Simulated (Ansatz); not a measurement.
# (110) superlattice of 1 and 3 atomic planes of BeS and BeSe, in-plane a of BeS, 8 atoms

Aim: a base single point, then the same cell under other settings, to see what each one moves.

Method: density functional theory in Ansatz 0.2.0, PAW datasets, plane waves.

## Step 1: Starting point

8 atoms (4 Be, 3 Se, 1 S); a = 3.421 Å, b = 4.838 Å, c = 7.382 Å, α = 90.00°, β = 90.00°, γ = 90.00°. All atoms were shaken off their sites by about 0.10 Å along each axis.

Coordinates:

```xyz
8
Lattice="2.4190 -2.4190 0.0000 0.0000 0.0000 4.8380 -5.2197 -5.2197 0.0000" Properties=species:S:1:pos:R:3 pbc="T T T"
Be   -2.8533   -7.5702    4.8051
Be   -2.3731   -2.6508    0.0159
Be   -2.8919   -5.0031    2.4076
Be   -0.1069   -2.5203    2.2413
Se   -1.4458   -6.2159    1.2688
Se    1.1128   -3.4647    1.2262
Se   -1.2180   -3.6581    3.4312
S    -3.9072   -6.4700    3.6585
```

## Step 2: PBEsol single point

in.yaml reads:

```yaml
crystal:
  lattice:
    - [2.418998, -2.418998, 0.000000]
    - [0.000000, 0.000000, 4.837997]
    - [-5.219704, -5.219704, 0.000000]
  atoms:
    - { symbol: Be, position: [0.974973, 0.993198, 0.998480] }
    - { symbol: Be, position: [0.057396, 0.003288, 0.481236] }
    - { symbol: Be, position: [0.436376, 0.497649, 0.756265] }
    - { symbol: Be, position: [0.498846, 0.463263, 0.251665] }
    - { symbol: Se, position: [0.985971, 0.262263, 0.733927] }
    - { symbol: Se, position: [0.946156, 0.253447, 0.225295] }
    - { symbol: Se, position: [0.504358, 0.709214, 0.467080] }
    - { symbol: S, position: [0.529718, 0.756202, 0.994037] }
kpoints:
  mp_grid: { grid: [4, 3, 2] }
hamiltonian:
  xc: pbesol
scf:
  occupations: { method: fermi_dirac, width: 0.01 }
output:
  forces: true
  eigenvalues: true
  stress: true
  populations: true
```

On the command line:

```bash
ansatz run in.yaml --threads 8 --pin off --max-ram 13300MiB --runs-dir r --events-out ev --progress --plain
```

## Step 3: Variant: starting moment 1 μB, at most 14 cycles

in.yaml, as its differences from that of step 2:

```diff
@@ -18,4 +18,8 @@
   xc: pbesol
+magnetization:
+  spin_polarized: true
+  initial_magnetization: 1
 scf:
   occupations: { method: fermi_dirac, width: 0.01 }
+  max_iter: 14
 output:
@@ -24,2 +28,5 @@
   stress: true
-  populations: true
+  write_density: true
+  write_potential: true
+  elf: true
+  volumetric_format: npy
```

## Step 4: Variant: density cutoff ratio 2

in.yaml, as its differences from that of step 3:

```diff
@@ -16,10 +16,8 @@
   mp_grid: { grid: [4, 3, 2] }
+basis: { ecutrho_ratio: 2 }
 hamiltonian:
   xc: pbesol
-magnetization:
-  spin_polarized: true
-  initial_magnetization: 1
 scf:
   occupations: { method: fermi_dirac, width: 0.01 }
-  max_iter: 14
+  max_iter: 60
 output:
@@ -28,5 +26 @@
   stress: true
-  write_density: true
-  write_potential: true
-  elf: true
-  volumetric_format: npy
```

## Step 5: Run again with functional PBE0, 60 extra bands

in.yaml, as its differences from that of step 4:

```diff
@@ -16,5 +16,4 @@
   mp_grid: { grid: [4, 3, 2] }
-basis: { ecutrho_ratio: 2 }
 hamiltonian:
-  xc: pbesol
+  xc: pbe0
 scf:
@@ -22,2 +21,3 @@
   max_iter: 60
+  n_extra_bands: 60
 output:
@@ -26 +26,5 @@
   stress: true
+  write_density: true
+  write_potential: true
+  elf: true
+  volumetric_format: npy
```

## Step 6: Run again with xc grid 1, accuracy high

in.yaml, as its differences from that of step 5:

```diff
@@ -1 +1,2 @@
+accuracy: high
 crystal:
@@ -16,8 +17,8 @@
   mp_grid: { grid: [4, 3, 2] }
+basis: { xc_grid: 1 }
 hamiltonian:
-  xc: pbe0
+  xc: pbesol
 scf:
   occupations: { method: fermi_dirac, width: 0.01 }
-  max_iter: 60
-  n_extra_bands: 60
+  max_iter: 50
 output:
@@ -26,5 +27 @@
   stress: true
-  write_density: true
-  write_potential: true
-  elf: true
-  volumetric_format: npy
```

Q: Predict the outcome of this session. Wanted: for each run, settings; status; energy from base; forces from base.

**Answer**, as computed:

| settings | status | cycles | time | energy from base (meV/atom) | forces from base (eV/Å rms) | filled to empty level on the mesh (eV) |
| --- | --- | --- | --- | --- | --- | --- |
| base | converged | 7 | 1.1 s (8 CPU threads) | 0 | 0 | 1.71 |
| starting moment 1 μB, at most 14 cycles | converged | 13 | 2.7 s (8 CPU threads) | 0.0 | 0.000 | 1.71 |
| density cutoff ratio 2 | converged, settings too loose | 7 | 0.9 s (8 CPU threads) | -1.7 | 0.001 | 1.71 |
| functional PBE0, 60 extra bands | converged | 15 | 18 s (8 CPU threads) | - | 0.086 | 3.30 |
| xc grid 1, accuracy high | converged | 10 | 1.1 s (8 CPU threads) | 0.0 | 0.000 | 1.71 |

**Reading.** Among these variants the forces move most with functional PBE0, 60 extra bands (0.086 eV/Å rms).
